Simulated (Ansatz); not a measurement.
# FGeH₅Si: a barrier at many levels of theory

Aim: the barrier and energy of one elementary step (Si1–F3 formed, Si1–Ge2 broken, Ge2–F3 broken) from LDA up to coupled cluster, on fixed structures, to see where each rung fails.

Program: Ansatz 0.2.0, Gaussian basis. Level of theory: single points in def2-TZVPP on PBE0-D4/def2-TZVP structures. These are calculated values, not measurements.

Levels: SPW92, PBE-D4, BLYP-D4, r2SCAN-D4, B97M-V, PBE0-D4, B3LYP-D4, r2SCAN0-D4, BHLYP-D4, CAM-B3LYP-D4, wB97X-V, wB97M-V, B2PLYP, PBE-QIDH, RPA on PBE, Hartree-Fock, MP2, CCSD, CCSD(T). The reference is CCSD(T) at the basis limit, from triple and quadruple zeta. Zero-point energies come from PBE0-D4 vibrations.

Cores are frozen in the correlated methods. Filled d shells of the heavier atoms are correlated. B3LYP uses VWN-RPA correlation. B2PLYP carries no dispersion term here.

13 further runs of the same task are left out: 13 set aside as unsound or not needed.

## (1) The three structures

Charge 0, multiplicity 1. The folders r, ts and p hold the start, the saddle and the end; their coordinates stand in the first inputs.

```
   pair  r (Å)  ts (Å)  p (Å)
 Si1–F3  3.336   1.844  1.632
Si1–Ge2  2.385   2.516  3.385
 Ge2–F3  1.751   2.004  2.369
```

## (2) wB97M-V/def2-TZVPP

Contents of r/in.yaml:

```yaml
crystal:
  periodic: [false, false, false]
  atoms:
    - {symbol: Si, position_ang: [-0.123624, 0.357255, 1.170462]}
    - {symbol: Ge, position_ang: [0.096640, -0.239408, -1.127886]}
    - {symbol: F, position_ang: [0.466063, -1.950795, -1.165390]}
    - {symbol: H, position_ang: [-1.195899, -0.082094, -1.948671]}
    - {symbol: H, position_ang: [1.269570, 0.447916, -1.849640]}
    - {symbol: H, position_ang: [-1.224479, -0.426320, 1.785108]}
    - {symbol: H, position_ang: [-0.439536, 1.807919, 1.255358]}
    - {symbol: H, position_ang: [1.151363, 0.085628, 1.880558]}
basis:
  gaussian: {orbitals: def2-TZVPP}
hamiltonian: {xc: {name: wB97M-V}}
```

Contents of ts/in.yaml:

```yaml
crystal:
  periodic: [false, false, false]
  atoms:
    - {symbol: Si, position_ang: [-0.000997, 0.139163, 1.133237]}
    - {symbol: Ge, position_ang: [-0.181844, 0.286003, -1.372115]}
    - {symbol: F, position_ang: [0.582329, -1.080194, -0.121176]}
    - {symbol: H, position_ang: [-1.135350, -0.598505, -2.228013]}
    - {symbol: H, position_ang: [1.028693, 0.468274, -2.334073]}
    - {symbol: H, position_ang: [-1.357180, -0.377746, 1.421902]}
    - {symbol: H, position_ang: [0.046187, 1.597200, 1.447384]}
    - {symbol: H, position_ang: [1.018262, -0.434095, 2.052753]}
basis:
  gaussian: {orbitals: def2-TZVPP}
hamiltonian: {xc: {name: wB97M-V}}
```

Contents of p/in.yaml:

```yaml
crystal:
  periodic: [false, false, false]
  atoms:
    - {symbol: Si, position_ang: [0.074543, 0.016571, 1.431298]}
    - {symbol: Ge, position_ang: [-0.559782, 0.473613, -1.862527]}
    - {symbol: F, position_ang: [0.521311, -0.563450, -0.027140]}
    - {symbol: H, position_ang: [-0.802840, -0.983404, -2.447229]}
    - {symbol: H, position_ang: [0.868183, 0.578121, -2.550878]}
    - {symbol: H, position_ang: [-1.377016, -0.215142, 1.575942]}
    - {symbol: H, position_ang: [0.418280, 1.452692, 1.462539]}
    - {symbol: H, position_ang: [0.857417, -0.758900, 2.417896]}
basis:
  gaussian: {orbitals: def2-TZVPP}
hamiltonian: {xc: {name: wB97M-V}}
```

The command line of these runs was not kept.

The runs that follow: CCSD(T)/def2-TZVPP; MP2/def2-QZVPP; Vibrations of the start structure; Vibrations of the end structure.

**Question.** What will these runs give? Wanted: barrier, CCSD(T)/CBS; reverse barrier, CCSD(T)/CBS; step energy, CCSD(T)/CBS; barrier with zero-point energy; step energy with zero-point energy; imaginary mode at the saddle; largest T1 diagnostic.

As calculated:

| quantity | value |
| --- | --- |
| barrier, CCSD(T)/CBS | 142.0 kJ/mol |
| reverse barrier, CCSD(T)/CBS | 60.7 kJ/mol |
| step energy, CCSD(T)/CBS | +81.3 kJ/mol |
| barrier with zero-point energy | 139.9 kJ/mol |
| step energy with zero-point energy | +77.1 kJ/mol |
| imaginary mode at the saddle | 287i cm⁻¹ |
| largest T1 diagnostic | 0.013 |

**Reading.** CAM-B3LYP-D4 is the best functional here (+0.1 kJ/mol from CCSD(T)/CBS); SPW92 is the worst (-23.0 kJ/mol). B2PLYP is as near within the digits shown. By rung, the mean size of the error is: LDA 23.0, GGA 18.4, meta-GGA 3.9, hybrid 5.3, range-separated hybrid 5.4, double hybrid 5.6 kJ/mol. PBE-D4 gives a barrier 16.9 kJ/mol too low, outside chemical accuracy (1 kcal/mol, 4.2 kJ/mol). The barrier rises with the share of exact exchange, from BLYP-D4 through B3LYP-D4 to BHLYP-D4 (-20.0, -7.0, +9.7 kJ/mol). Hartree-Fock, with no correlation, is off by +40.1 kJ/mol. Zero-point motion lowers the barrier by 2.1 kJ/mol.
